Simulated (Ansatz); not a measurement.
# CsO: properties at the relaxed cell

One table from this session's results is given with a row withheld; the runs are named, their logs left out.

Method: DFT r2SCAN, scalar-relativistic, plane waves, PAW, in Ansatz 0.2.0.

2 further runs of the same task are left out: 2 set aside as unsound or not needed. Runs told in other sessions of the task aren't counted.

### The structure to begin with

The structure is orthorhombic, space group Immm (No. 71). Conventional cell: a = 4.316 Å, b = 6.459 Å, c = 7.549 Å, α = 90.00°, β = 90.00°, γ = 90.00°. Around Cs (site symmetry mm2) lie 6 O at 2.94 to 3.14 Å. O (site symmetry m2m) has 1 O at 1.50 Å in its first shell of neighbours.

Structure file:

```
Cs O
1.0
    -2.15778    3.22930    3.77471
     2.15778   -3.22930    3.77471
     2.15778    3.22930   -3.77471
Cs O
2 2
Direct
  0.25420 0.25420 0.00000
  0.74580 0.74580 0.00000
  0.61586 0.00000 0.61586
  0.38414 0.00000 0.38414
```

It is the result of an earlier relaxation at this level (volume 26.30 Å³/atom; gap on the mesh: 2.14 eV).

The first run:

Contents of input.yaml:

```yaml
crystal:
  lattice:
    - [-2.1359838347, 3.1966780196, 3.7365780935]
    - [2.1359838347, -3.1966780196, 3.7365780935]
    - [2.1359838347, 3.1966780196, -3.7365780935]
  atoms:
    - { symbol: Cs, position: [0.2541964425, 0.2541964425, 0.0] }
    - { symbol: Cs, position: [0.7458035575, 0.7458035575, 0.0] }
    - { symbol: O, position: [0.6158649095, 0.0, 0.6158649095] }
    - { symbol: O, position: [0.3841350905, 0.0, 0.3841350905] }
basis:
  ecutwfc: 500
kpoints:
  mp_grid: { grid: [8, 8, 8] }
hamiltonian:
  xc: r2scan
scf:
  occupations: { method: gaussian, width: 0.02 }
output:
  forces: true
  stress: true
  eigenvalues: true
relax:
  adjacent_minimum: "off"
  f_tol: 0.01
  max_steps: 30
  cell: { stress_tol: 0.1, fix: [volume] }
```

Launch:

```sh
$ ansatz run input.yaml --threads 1 --pin off --max-ram 2560MiB --backend cpu --events-out ev --progress --plain --runs-dir out
```

Among the steps run: Volume × 0.97; The cell scaled to 1.03 of its volume; The cell scaled to 0.94 of its volume; Point at V/V0 = 1.06; Volume × 0.91; Volume × 1.10; Point at V/V0 = 0.88.

One of the session's tables, all rows but one given; the rest of the session is left out.

It belongs to the step «Equation of state». 

```
volume (Å³/atom)  energy above the lowest point (meV/atom)  pressure (GPa)  gap on the mesh (eV)
          23.146                                      38.4            4.44                  2.34
          23.935                                      20.2            3.02                  2.35
          24.724                                       8.3            1.82                  2.28
          25.514                                       1.9            0.82                  2.21
          26.303                                       0.0            0.00                  2.14
          27.092                                         ?               ?                     ?
          27.881                                       6.5           -1.22                  2.01
          28.933                                      16.2           -1.74                  1.94
```

**Question.** Estimate the row for volume (Å³/atom) = 27.092.

Worked estimate for «energy above the lowest point (meV/atom)». A straight line through the neighbours (26.303, 0.0) and (27.881, 6.5) gives 0.0 + (6.5 − 0.0) × (27.092 − 26.303) / (27.881 − 26.303) = 3.2; a parabola fitted to 4 rows on both sides gives 1.9.

The run gave: energy above the lowest point (meV/atom): 1.8; pressure (GPa): -0.68; gap on the mesh (eV): 2.08. In «energy above the lowest point (meV/atom)» the line misses by +1.4 and the parabola by +0.1.
